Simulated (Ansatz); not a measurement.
# GeNO+ (quintet): inputs that go wrong

4 inputs are run for GeNO+ (quintet) as typed; the log has to tell whether the result can be used and what must change.

The runs use Ansatz 0.2.0, Gaussian basis; the settings change from run to run.

27 further runs of the same task are left out: 12 that didn't finish, 15 set aside as unsound or not needed.

## 1. What is computed

The geometry is a PBE0/def2-TZVP stationary point (not a proven minimum) of the parent state, kept for this charge and spin. No spin-orbit coupling is included. The filled d shell of Ge may be among the frozen orbitals whatever the setting's name suggests; the logs give the count.

3 atoms, charge 1, spin multiplicity 5.

Atoms are counted from 1 here; the program's logs count them from 0.

Bond lengths: N1–Ge2 2.015 Å, Ge2–O3 1.653 Å. Angles: N1–Ge2–O3 104.9°.

## 2. Input 1

Input file in.yaml:

```yaml
crystal:
  periodic: [false, false, false]
  atoms:
    - {symbol: N, position_ang: [0.000000, -0.655903, 1.700962]}
    - {symbol: Ge, position_ang: [0.000000, 0.319017, -0.062250]}
    - {symbol: O, position_ang: [0.000000, -0.874178, -1.206483]}
basis:
  gaussian: {orbitals: STO-3G, point_charges: [{charge: 1.00, position_ang: [3.455, -0.092, 0.818]}]}
total_charge: 1
magnetization: {spin_polarized: false, initial_magnetization: 4}
correlation: {method: sc_nevpt2, electrons: outside_noble_gas, active_space: {window: {electrons: 6, orbitals: 5}}}
output: {forces: true}
```

Started as:

```bash
ansatz run in.yaml --threads 1 --pin off --events-out ev --progress --plain --max-ram 2393MiB
```

Standard output:

```text
Functional definition: HF
  name "HF"
  cite "Fock, Z. Phys. 61, 126 (1930) doi:10.1007/BF01340294"
  parent pbe
  exchange = exact_x
  correlation = 0
314 factors; integrals over basis functions are off by at most 3.6e-5 eV
mean field evaluation 1: about -59278.5118 eV, gradient 3.8e1 eV
mean field evaluation 2: about -59278.5503 eV, gradient 3.8e1 eV
mean field evaluation 4: about -59286.0306 eV, gradient 2.0e1 eV
mean field evaluation 8: about -59289.8455 eV, gradient 2.4e0 eV
mean field evaluation 16: about -59290.8902 eV, gradient 2.5e0 eV
mean field evaluation 32: about -59290.9687 eV, gradient 2.6e-1 eV
mean field evaluation 64: about -59283.7333 eV, gradient 4.4e0 eV
mean field evaluation 96: about -59290.2209 eV, gradient 1.3e0 eV
mean field -59290.96940812 eV, -2178.9029368860 hartree, gradient 2.0e-6 eV, S^2 6.000000; 10 other end points of the search recorded, 0 dependent functions left out
reference -59290.96940812 eV, -2178.9029368860 hartree; 25, 21 occupied and 3, 7 virtual orbitals, 314 factors
state -59290.96940812 eV, -2178.9029368860 hartree
state -59290.96940812 eV, -2178.9029368860 hartree; corrected -59292.66893154 eV, -2178.9653932197 hartree
WARN: 1 active orbitals are nearly empty or full. The corrections depend on them more than the energy does, and are more stable in an active space without them
the calculation of the forces begins
Error: an active orbital is full or empty, and SC-NEVPT2 has no forces then: leave it out of the active space
```

It took 1.7 s on 1 thread of Arm Neoverse V1, shared host.

**Diagnosis.** The run stopped with an error. It says: «an active orbital is full or empty, and SC-NEVPT2 has no forces then: leave it out of the active space». Cure: drop the forces, or choose an active space whose orbitals are all partly filled.

## 3. Input 2

Input file in.yaml:

```yaml
crystal:
  periodic: [false, false, false]
  atoms:
    - {symbol: N, position_ang: [0.000000, -0.655903, 1.700962]}
    - {symbol: Ge, position_ang: [0.000000, 0.319017, -0.062250]}
    - {symbol: O, position_ang: [0.000000, -0.874178, -1.206483]}
basis:
  gaussian: {orbitals: "6-31G*"}
total_charge: 1
magnetization: {spin_polarized: false, initial_magnetization: 4}
correlation: {method: dmrg, electrons: outside_noble_gas, diis_vectors: 1}
output: {forces: true}
```

Launched as before.

Standard output:

```text
Error: YAML parse error: error: line 11 column 23: unknown variant `dmrg`, expected one of mp2, rpa, ccsd, ccsd_t, bccd, bccd_t, ccsdt, ccsdt_q, ccsdt_q_b, ccsdtq, fci, sc_nevpt2, fic_nevpt4_sd, fic_mrcisd_q, fic_mrcisd_q_relaxed
  --> <input>:11:23
   |
 9 | total_charge: 1
10 | magnetization: {spin_polarized: false, initial_magnetization: 4}
11 | correlation: {method: dmrg, electrons: outside_noble_gas, diis_vectors: 1}
   |                       ^ unknown variant `dmrg`, expected one of mp2, rpa, ccsd, ccsd_t, bccd, bccd_t, ccsdt, ccsdt_q, ccsdt_q_b, ccsdtq, fci, sc_nevpt2, fic_nevpt4_sd, fic_mrcisd_q, fic_mrcisd_q_relaxed
12 | output: {forces: true}
   |
```

Run time: 0.03 s. Hardware: 1 thread of Arm Neoverse V1, shared host.

Diagnosis: The run was refused. The method's name isn't one that the program knows. Fix: name one from the list in the message.

## 4. Input 3

Input file in.yaml:

```yaml
crystal:
  periodic: [false, false, false]
  atoms:
    - {symbol: N, position_ang: [0.050000, 0.619017, -0.012250]}
    - {symbol: Ge, position_ang: [0.000000, 0.319017, -0.062250]}
    - {symbol: O, position_ang: [0.000000, -0.874178, -1.206483]}
basis:
  gaussian: {orbitals: STO-3G}
total_charge: 1
magnetization: {spin_polarized: false, initial_magnetization: 4}
correlation: {method: sc_nevpt2, electrons: outside_noble_gas, active_space: {window: {electrons: 6, orbitals: 5}, states: [{multiplicity: 5, weights: [0.5, 0.5, 1]}]}}
```

Same command.

Standard output, cut to the lines that bear on the results:

```text
Functional definition: HF
  name "HF"
  cite "Fock, Z. Phys. 61, 126 (1930) doi:10.1007/BF01340294"
  parent pbe
[...]
450 factors; integrals over basis functions are off by at most 6.3e-8 eV
[...]
mean field -57285.52827477 eV, -2105.2043345723 hartree, gradient 1.7e-6 eV, S^2 6.000000; 11 other end points of the search recorded, 0 dependent functions left out
reference -57285.52827477 eV, -2105.2043345723 hartree; 25, 21 occupied and 3, 7 virtual orbitals, 450 factors
state -57285.51428502 eV, -2105.2038204583 hartree
state -57285.29192533 eV, -2105.1956488904 hartree
state -57284.89806569 eV, -2105.1811748156 hartree
state -57285.51428502 eV, -2105.2038204583 hartree; corrected -57286.02900076 eV, -2105.2227359130 hartree
state -57285.29192533 eV, -2105.1956488904 hartree; corrected -57285.78347618 eV, -2105.2137130508 hartree
state -57284.89806569 eV, -2105.1811748156 hartree; corrected -57285.36425467 eV, -2105.1983069445 hartree
Total energy: -57285.63524657 eV, -2105.2082657132 hartree
```

Wall time 1.3 s (1 thread of Arm Neoverse V1, shared host).

Diagnosis: The run converged, which proves nothing about the input. One atom lies on top of another. The shortest distance is 0.31 Å, against 1.65 Å in the geometry of step 1. Its energy belongs to another geometry. Fix: restore its position.

## 5. Input 4

Input file in.yaml:

```yaml
crystal:
  periodic: [false, false, false]
  atoms:
    - {symbol: N, position_ang: [0.000000, -0.655903, 1.700962]}
    - {symbol: Ge, position_ang: [0.000000, 0.319017, -0.062250]}
    - {symbol: O, position_ang: [0.000000, -0.874178, -1.206483]}
basis:
  gaussian: {orbitals: cc-pVDZ}
total_charge: 1
magnetization: {spin_polarized: false, initial_magnetization: 4}
correlation: {method: fic_mrcisd_q, electrons: outside_noble_gas, active_space: {window: {electrons: 6, orbitals: 6}, states: [{multiplicity: 5, weights: [1, 1]}], root: 2}}
```

Launched as before.

Standard output:

```text
Error: the active space averages no state 2, counted from zero
```

Wall time 0.03 s (1 thread of Arm Neoverse V1, shared host).

What is wrong: The run was refused. The root asked for lies beyond the states averaged. To mend it, average more states or name a lower root.

## 6. Summary

```
input                  level                ended                                                                                                   cause    time
    1     NEVPT2(6,5)/STO-3G  stopped by an error  an active orbital is full or empty, and SC-NEVPT2 has no forces then: leave it out of the active space   1.7 s
    2          'dmrg'/6-31G*              refused                                                      the method's name isn't one that the program knows  0.03 s
    3     NEVPT2(6,5)/STO-3G            converged                                                                         one atom lies on top of another   1.3 s
    4  MRCISD+Q(6,6)/cc-pVDZ              refused                                                      the root asked for lies beyond the states averaged  0.03 s
```

1 stopped by an error, 2 refused, 1 converged. The input that converges on a wrong geometry or spin is the dangerous one: no error points at it, so geometry and ⟨S²⟩ have to be checked.
